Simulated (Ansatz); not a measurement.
# Al4Cu: the cost of one run

Program: Ansatz 0.2.0. Level of theory: DFT PBE, scalar-relativistic, plane waves, PAW. These are calculated values, not measurements.

1 further run of the same task is left out (it didn't finish).

### 1 Starting point

It takes space group P6_3/mmc (No. 194, hexagonal). The conventional cell has a = 2.797 Å, b = 2.797 Å, c = 22.215 Å, α = 90.00°, β = 90.00°, γ = 120.00°. Around Al (site symmetry 3m) lie 9 Al at 2.75 to 2.80 Å and 3 Cu at 2.75 Å. Around Al (site symmetry 3m) lie 12 Al at 2.75 to 2.80 Å. Around Cu (site symmetry -6m2) lie 6 Al at 2.75 Å and 6 Cu at 2.80 Å.

As a file:

```cif
data_structure
_symmetry_space_group_name_H-M 'P 1'
_symmetry_Int_Tables_number 1
_cell_length_a 2.7970
_cell_length_b 2.7970
_cell_length_c 22.2152
_cell_angle_alpha 90.000
_cell_angle_beta 90.000
_cell_angle_gamma 120.000
_cell_volume 150.51
loop_
_atom_site_label
_atom_site_type_symbol
_atom_site_fract_x
_atom_site_fract_y
_atom_site_fract_z
_atom_site_occupancy
Al1 Al 0.33333 0.66667 0.85000 1
Al2 Al 0.33333 0.66667 0.05000 1
Al3 Al 0.33333 0.66667 0.45000 1
Al4 Al 0.33333 0.66667 0.65000 1
Al5 Al 0.66667 0.33333 0.95000 1
Al6 Al 0.66667 0.33333 0.15000 1
Al7 Al 0.66667 0.33333 0.35000 1
Al8 Al 0.66667 0.33333 0.55000 1
Cu1 Cu 0.33333 0.66667 0.25000 1
Cu2 Cu 0.66667 0.33333 0.75000 1
```

The start is an ordering of an alloy on its end members' structure types: elements ordered on the sites of the Ti type, Cu/Al on Ti (P6_3/mmc, No. 194).

### 2 The guess as it stands, on a coarse mesh

File input.yaml:

```yaml
crystal:
  lattice:
    - [2.79704432, 0.0, 0.0]
    - [-1.39852216, 2.42231143, 0.0]
    - [0.0, 0.0, 22.21518422]
  atoms:
    - { symbol: Al, position: [0.33333333, 0.66666667, 0.85] }
    - { symbol: Al, position: [0.33333333, 0.66666667, 0.05] }
    - { symbol: Al, position: [0.33333333, 0.66666667, 0.45] }
    - { symbol: Al, position: [0.33333333, 0.66666667, 0.65] }
    - { symbol: Al, position: [0.66666667, 0.33333333, 0.95] }
    - { symbol: Al, position: [0.66666667, 0.33333333, 0.15] }
    - { symbol: Al, position: [0.66666667, 0.33333333, 0.35] }
    - { symbol: Al, position: [0.66666667, 0.33333333, 0.55] }
    - { symbol: Cu, position: [0.33333333, 0.66666667, 0.25] }
    - { symbol: Cu, position: [0.66666667, 0.33333333, 0.75] }
basis:
  ecutwfc: 420
kpoints:
  mp_grid: { grid: [6, 6, 1] }
hamiltonian:
  xc: pbe
scf:
  occupations: { method: gaussian, width: 0.1 }
  lower_state_search: "off"
output:
  forces: true
  stress: true
  eigenvalues: true
```

Launch:

```sh
ansatz run input.yaml --threads 1 --pin off --max-ram 2560MiB --backend cpu --events-out ev --progress --plain --runs-dir out
```

What time and memory should one allow on 1 thread of Intel Xeon at 2.70GHz, shared host?

About 4.3 s, with a peak of 0.41 GiB.
